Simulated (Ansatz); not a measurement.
Below is the output of a Python script on the Ansatz DFT code, driven from Python that makes a single point from an input typed as a dict of Cd3Hg, space group P6_3/mmc. Write a script that gives it. Level of theory: PBEsol, PAW, the default cutoff (420 eV here), 4×4×5 k-points, cold smearing of 0.1 eV.

```
Cd Hg
1.0
     6.27490    0.00000    0.00000
    -3.13745    5.43423    0.00000
     0.00000    0.00000    5.19844
Cd Hg
6 2
Direct
  0.33267 0.16633 0.75000
  0.83367 0.16633 0.75000
  0.83367 0.66733 0.75000
  0.66733 0.83367 0.25000
  0.16633 0.83367 0.25000
  0.16633 0.33267 0.25000
  0.66667 0.33333 0.25000
  0.33333 0.66667 0.75000
```

Output of `python run_deck.py`:
```text
DeckWarning: the atoms were moved onto the symmetric positions of the space group found under crystal.symmetry.tolerance 1.0e-5 (fractional; no operation is sought that the atoms, as they stand in a round, miss by more than twice it, and no atom is moved by as much as it), and the run uses the moved positions. Before a round's move an operation carried an atom to 6.27e-6 Å from where it should land, the largest such distance. Atom 0 (counting from 0) moved farthest, by 3.62e-6 Å; the longest [...]
DeckWarning: basis.ecutwfc = 420 eV, auto-derived from the records' recommended cutoffs: set by Cd (normal level)
converged          True
n_iterations       7
n_electrons        160.0
n_kpoints          12
n_pw               3485
n_symmetry_ops     24
free_energy_ev     -76440.36820869337
fermi_energy_ev    14.593445423129006
forces (eV/A)
  Cd    0.0233    0.0134    0.0000
  Cd   -0.0233    0.0134    0.0000
  Cd   -0.0000   -0.0269    0.0000
  Cd   -0.0233   -0.0134    0.0000
  Cd    0.0233   -0.0134    0.0000
  Cd    0.0000    0.0269    0.0000
  Hg    0.0000   -0.0000    0.0000
  Hg   -0.0000    0.0000    0.0000
audit    band_cg_iterations x1
audit    preconditioner_resolved x1
```
(Warnings from the package without file and line, shortened, repeats left out.)

The script that was run (others could print the same):

The script, `run_deck.py`:
```python
'''Cd3Hg from an input typed as a mapping.'''

from collections import Counter

import ansatz

inputs = {
    'crystal': {
        'lattice': [[6.274903, 0.0, 0.0], [-3.137451, 5.434225, 0.0], [0.0, 0.0, 5.198444]],
        'atoms': [
            {'symbol': 'Cd', 'position': [0.332669, 0.166335, 0.75]},
            {'symbol': 'Cd', 'position': [0.833665, 0.166335, 0.75]},
            {'symbol': 'Cd', 'position': [0.833665, 0.667331, 0.75]},
            {'symbol': 'Cd', 'position': [0.667331, 0.833665, 0.25]},
            {'symbol': 'Cd', 'position': [0.166335, 0.833665, 0.25]},
            {'symbol': 'Cd', 'position': [0.166335, 0.332669, 0.25]},
            {'symbol': 'Hg', 'position': [0.666667, 0.333333, 0.25]},
            {'symbol': 'Hg', 'position': [0.333333, 0.666667, 0.75]},
        ],
    },
    'kpoints': {'mp_grid': {'kspacing': 0.3}},
    'hamiltonian': {'xc': 'pbesol'},
    'scf': {'occupations': {'method': 'cold', 'width': 0.1}},
    'output': {'forces': True},
}

planned = ansatz.Session.from_dict(inputs).plan(threads=1, pin='off')
out = planned.execute()
data = out.report

for key in ('converged', 'n_iterations', 'n_electrons', 'n_kpoints', 'n_pw', 'n_symmetry_ops', 'free_energy_ev', 'fermi_energy_ev'):
    print(f'{key:18s} {data[key]}')

# forces, one row an atom
print('forces (eV/A)')
for site, force in zip(out.lattice.sites, data['forces_ev_ang']):
    print(f'  {site.symbol:2s} {force[0]:9.4f} {force[1]:9.4f} {force[2]:9.4f}')

told = Counter((n['data']['severity'], n['data']['kind']) for n in out.notices if n['event'] == 'notice')
for (severity, kind), count in sorted(told.items()):
    print(f'{severity:8s} {kind} x{count}')
```

Reading the output:
- Total energies depend on the potentials; only differences at equal settings carry meaning. A total without «per atom» is that of the cell as typed.
- The mesh is modest for a metal, so energies can be off by several to tens of meV an atom and pressures by half a GPa or more; differences at equal mesh fare better.
- The zero of the levels is a convention of the potentials, so an absolute Fermi energy is no work function.
- Spin-orbit coupling, which matters for elements this heavy, is left out.
- This cell is a computed structure, which may not be the phase found in nature.
- The whole script took 8.6 s on 1 thread of Arm Neoverse V1, with other jobs on the host, peak memory 0.54 GiB.

(Lines on the test bed's own set-up are left out of the output.)
